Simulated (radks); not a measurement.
# The Coulomb parameter U of the 4f shell of Eu³⁺

An exercise on one series of results from a longer session: the logs are not shown, and one member is left open.

Method: scalar-relativistic Kohn-Sham, r2SCAN, spin-unpolarised, spherical densities, finite nucleus. Code: radks (a radial shooting solver on a logarithmic mesh, Libxc functionals) version 1.

**The system**

* element: europium (Z = 63)
* charge: +3
* electrons: 60
* configuration: [Xe] 4f5 5d1
* nuclear rms radius: 5.1115 fm

Outer shells as boxes (Hund's rule):

Eu³⁺
```
[Xe] core
4f [↑ ][↑ ][↑ ][↑ ][↑ ][  ][  ]
5d [↑ ][  ][  ][  ][  ]
```

The first run:

Settings of this run:

```text
Z 63
configuration [Xe] 4f5 5d1
relativity scalar-relativistic
functional r2scan,r2scan
spin unpolarised
nucleus finite rms 5.1115 fm
c 137.035999084
```

Among the steps run: Start: [Xe] 4f5 5d1.

One of the session's tables, all rows but one given; the rest of the session is left out.

It belongs to the step «Start: [Xe] 4f5 5d1». Sizes of the orbitals, from the radial functions (bohr):

```
level     <r>  outermost maximum (interpolated)  90 % within  nodes
   3d  0.2260                             0.184        0.352      0
   4s  0.5644                             0.527        0.809      3
   4p  0.5965                             0.549        0.866      2
   4d       ?                                 ?            ?      ?
   5s   1.333                              1.21         1.91      4
   5p   1.520                              1.35         2.20      3
   4f  0.8309                             0.577         1.39      0
   5d   2.072                              1.74         3.11      2
```

Q: Estimate the row for 4d from the others.

**Answer.** <r>: 0.6476; outermost maximum (interpolated): 0.571; 90 % within: 0.970; nodes: 1. In the column «<r>» it lies between 4p (0.5965) and 4f (0.8309).
